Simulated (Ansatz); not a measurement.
**Molecular dynamics of W9C8**

Input file:

```yaml
crystal:
  lattice:
    - [5.70948, 0.0, 0.0]
    - [-2.85474, 4.944555, 0.0]
    - [0.0, 0.0, 15.20207]
  atoms:
    - { symbol: W, position: [0.0, 0.0, 0.0657805] }
    - { symbol: C, position: [0.34829448, 0.19225211, 0.15246497] }
    - { symbol: W, position: [-0.0182727, -0.00536043, 0.25337777] }
    - { symbol: C, position: [0.34668693, 0.18418837, 0.32905685] }
    - { symbol: W, position: [0.0, 0.5, 0.0657805] }
    - { symbol: C, position: [0.33236735, 0.68628287, 0.15474353] }
    - { symbol: W, position: [-0.01995796, 0.48091819, 0.25523509] }
    - { symbol: C, position: [0.32597478, 0.68892943, 0.34248501] }
    - { symbol: W, position: [0.5, 0.0, 0.0657805] }
    - { symbol: C, position: [0.83777383, 0.16224805, 0.1575817] }
    - { symbol: W, position: [0.47636504, -0.01262314, 0.25481923] }
    - { symbol: C, position: [0.81565866, 0.15811841, 0.33701264] }
    - { symbol: W, position: [0.5, 0.5, 0.0657805] }
    - { symbol: C, position: [0.82576779, 0.65485169, 0.15118993] }
    - { symbol: W, position: [0.47922255, 0.49541073, 0.25459239] }
    - { symbol: C, position: [0.81884902, 0.66888029, 0.33673605] }
    - { symbol: W, position: [0.64232757, 0.83378883, 0.40245996] }
basis:
  ecutwfc: 200.0
kpoints:
  mp_grid: { grid: [2, 2, 1] }
hamiltonian:
  xc: pbe
  pseudopotentials: { kind: paw, azcp: { folder: soft_1 } }
scf:
  occupations: { method: fermi_dirac, width: 0.15 }
  lower_state_search: "off"
  max_iter: 74
md:
  timestep: 1.5
  n_steps: 200
  ensemble: nvt_nose_hoover
  temperature: 1350.0
  initial_velocities: maxwell_boltzmann
  seed: 268287
  nose_hoover: { tau: 200.0, chain_length: 1 }
  constraints: [{ sites: [0, 4, 8, 12] }]
```

Command:

```bash
$ ansatz run input.yaml --threads 1 --pin off --max-ram 3072MiB --backend cpu --events-out ev --progress --plain --runs-dir out
```

It goes on from the last frame of an earlier run, with new velocities.

Output, in part (step lines):

```
md step     0: t =     0.00 fs  T =  1350.0 K  F+E_penalty+E_count = -95435.69395130 eV  E_kin = 2.268513 eV  conserved = -95433.42543832 eV  (14 SCF iters)
md step     1: t =     1.50 fs  T =  1424.6 K  F+E_penalty+E_count = -95435.82112234 eV  E_kin = 2.393896 eV  conserved = -95433.42722431 eV  (10 SCF iters)
md step     2: t =     3.00 fs  T =  1513.2 K  F+E_penalty+E_count = -95435.97193226 eV  E_kin = 2.542709 eV  conserved = -95433.42920381 eV  (10 SCF iters)
md step     3: t =     4.50 fs  T =  1596.6 K  F+E_penalty+E_count = -95436.11384429 eV  E_kin = 2.682818 eV  conserved = -95433.43095251 eV  (10 SCF iters)
md step     4: t =     6.00 fs  T =  1657.6 K  F+E_penalty+E_count = -95436.21773850 eV  E_kin = 2.785454 eV  conserved = -95433.43209851 eV  (10 SCF iters)
md step     5: t =     7.50 fs  T =  1684.7 K  F+E_penalty+E_count = -95436.26379297 eV  E_kin = 2.831000 eV  conserved = -95433.43242004 eV  (6 SCF iters)
md step     6: t =     9.00 fs  T =  1673.7 K  F+E_penalty+E_count = -95436.24502390 eV  E_kin = 2.812492 eV  conserved = -95433.43189432 eV  (5 SCF iters)
md step     7: t =    10.50 fs  T =  1628.2 K  F+E_penalty+E_count = -95436.16772630 eV  E_kin = 2.736063 eV  conserved = -95433.43069220 eV  (5 SCF iters)
[... lines left out ...]
md step   199: t =   298.50 fs  T =  1556.1 K  F+E_penalty+E_count = -95435.37371071 eV  E_kin = 2.614778 eV  conserved = -95433.42868557 eV  (4 SCF iters)
md step   200: t =   300.00 fs  T =  1465.0 K  F+E_penalty+E_count = -95435.21486467 eV  E_kin = 2.461822 eV  conserved = -95433.42688577 eV  (10 SCF iters)
```

The steps, from the saved trajectory:

| time (fs) | T (K) | potential energy less start (eV) | conserved less start (meV/atom) |
| --- | --- | --- | --- |
| 0.0 | 1350 | 0.000 | 0.00 |
| 9.0 | 1674 | -0.551 | -0.38 |
| 18.0 | 1281 | 0.112 | -0.03 |
| 27.0 | 1106 | 0.404 | -0.09 |
| 36.0 | 1259 | 0.140 | -0.41 |
| 45.0 | 969 | 0.638 | 0.08 |
| 54.0 | 1110 | 0.393 | -0.44 |
| 63.0 | 781 | 0.958 | 0.09 |
| 72.0 | 1009 | 0.575 | -0.28 |
| 81.0 | 873 | 0.815 | -0.01 |
| 90.0 | 1097 | 0.445 | -0.26 |
| 99.0 | 1084 | 0.482 | -0.13 |
| 108.0 | 1126 | 0.425 | -0.17 |
| 117.0 | 1045 | 0.577 | -0.08 |
| 126.0 | 1062 | 0.565 | -0.18 |
| 135.0 | 965 | 0.745 | -0.12 |
| 144.0 | 901 | 0.873 | -0.02 |
| 153.0 | 1085 | 0.580 | -0.24 |
| 162.0 | 1050 | 0.667 | 0.04 |
| 171.0 | 1217 | 0.411 | -0.26 |
| 180.0 | 1154 | 0.548 | 0.02 |
| 189.0 | 1316 | 0.307 | -0.14 |
| 198.0 | 1291 | 0.383 | -0.06 |
| 207.0 | 1372 | 0.283 | -0.11 |
| 216.0 | 1189 | 0.624 | -0.01 |
| 225.0 | 1377 | 0.343 | 0.07 |
| 234.0 | 1855 | -0.425 | -0.43 |
| 243.0 | 1277 | 0.597 | 0.27 |
| 252.0 | 1817 | -0.283 | -0.27 |
| 261.0 | 1681 | -0.009 | -0.05 |
| 270.0 | 1669 | 0.043 | -0.02 |
| 279.0 | 1736 | -0.038 | -0.28 |
| 288.0 | 1283 | 0.754 | 0.14 |
| 297.0 | 1628 | 0.193 | -0.30 |

All steps were run. The conserved energy stayed within 0.56 meV per atom of its start (net change -0.085 meV per atom), so the integration is sound. A run of 0.3 ps of so small a system gives no equilibrium averages. The plane-wave cutoff is below what these datasets need, so energies and pressures aren't converged. Limits of this set-up: coarse k mesh, thin slab, slab without dipole correction.

Mean squared displacements from the first frame to the last: W 0.06 Å², C 0.08 Å².

Last frame:

```xyz
17
Lattice="5.7095 0.0000 0.0000 -2.8547 4.9446 0.0000 0.0000 0.0000 15.2021" Properties=species:S:1:pos:R:3
W 0.000 0.000 1.000
C 1.530 0.970 2.396
W 0.139 0.184 3.831
C 1.608 0.941 5.142
W -1.427 2.472 1.000
C 0.156 3.392 2.329
W -1.206 2.495 3.835
C 0.325 3.401 5.205
W 2.855 0.000 1.000
C 4.274 0.867 2.436
W 2.935 0.037 3.849
C 4.474 0.849 5.223
W 1.427 2.472 1.000
C 2.917 3.417 2.375
W 1.491 2.544 3.782
C 3.231 3.255 5.080
W 1.825 4.139 6.071
```

Time of the run: 10 min on 1 thread of Arm Neoverse V2 (shared host), peak memory 0.42 GiB.
